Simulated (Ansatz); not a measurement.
# CoSn: the cost of one run

Method: DFT PBE, scalar-relativistic, plane waves, PAW, in Ansatz 0.2.0.

These runs use a low cutoff (300 eV) and a coarse mesh on purpose, to show what cheap settings give: their numbers aren't properties of the material.

## Step 1: Starting point

It takes space group P6/mmm (No. 191, hexagonal). The conventional cell has a = 5.296 Å, b = 5.296 Å, c = 4.258 Å, α = 90.00°, β = 90.00°, γ = 120.00°. Co (site symmetry mmm) is surrounded by 6 Sn at 2.62 to 2.65 Å and 4 Co at 2.65 Å. Around Sn (site symmetry -6m2) lie 6 Co at 2.62 Å. Around Sn (site symmetry 6/mmm) lie 6 Co at 2.65 Å.

As a file:

```xyz
6
Lattice="5.2957 0.0000 0.0000 -2.6478 4.5862 0.0000 0.0000 0.0000 4.2575" Properties=species:S:1:pos:R:3 pbc="T T T"
Co   -1.3239    2.2931    0.0000
Co    1.3239    2.2931    0.0000
Co    2.6478    0.0000    0.0000
Sn    2.6478    1.5287    2.1288
Sn    0.0000    3.0575    2.1288
Sn    0.0000    0.0000    0.0000
```

## Step 2: Bands and density of states at the final cell

The input, input.yaml:

```yaml
crystal:
  lattice:
    - [5.29567119, 0.0, 0.0]
    - [-2.647835595, 4.5861857806, 0.0]
    - [0.0, 0.0, 4.257533856]
  atoms:
    - { symbol: Co, position: [0.0, 0.5, 0.0] }
    - { symbol: Co, position: [0.5, 0.5, 0.0] }
    - { symbol: Co, position: [0.5, 0.0, 0.0] }
    - { symbol: Sn, position: [0.6666666667, 0.3333333333, 0.5] }
    - { symbol: Sn, position: [0.3333333333, 0.6666666667, 0.5] }
    - { symbol: Sn, position: [0.0, 0.0, 0.0] }
basis:
  ecutwfc: 300
  ecutrho_ratio: 4
kpoints:
  mp_grid: { grid: [4, 4, 4] }
  band_path:
    path:
      - [[0.0, 0.0, 0.0], [0.5, 0.0, 0.0], [0.33333333, 0.33333333, 0.0], [0.0, 0.0, 0.0], [0.0, 0.0, 0.5], [0.5, 0.0, 0.5], [0.33333333, 0.33333333, 0.5], [0.0, 0.0, 0.5]]
      - [[0.5, 0.0, 0.5], [0.5, 0.0, 0.0]]
      - [[0.33333333, 0.33333333, 0.5], [0.33333333, 0.33333333, 0.0]]
    npoints: 14
hamiltonian:
  xc: pbe
scf:
  occupations: { method: gaussian, width: 0.05 }
  n_extra_bands: 30
output:
  forces: true
  stress: true
  eigenvalues: true
  populations: true
  dos: { projected: true, de: 0.02, nscf_kmesh: { grid: [6, 6, 6] } }
  bader: true
```

Command:

```
$ ansatz run input.yaml --threads 2 --pin off --max-ram 5120MiB --backend cpu --events-out ev --progress --plain --runs-dir out
```

Q: Estimate wall time and peak memory on 2 threads of Arm Neoverse V1, shared host.

About 42 s, with a peak of 0.55 GiB.
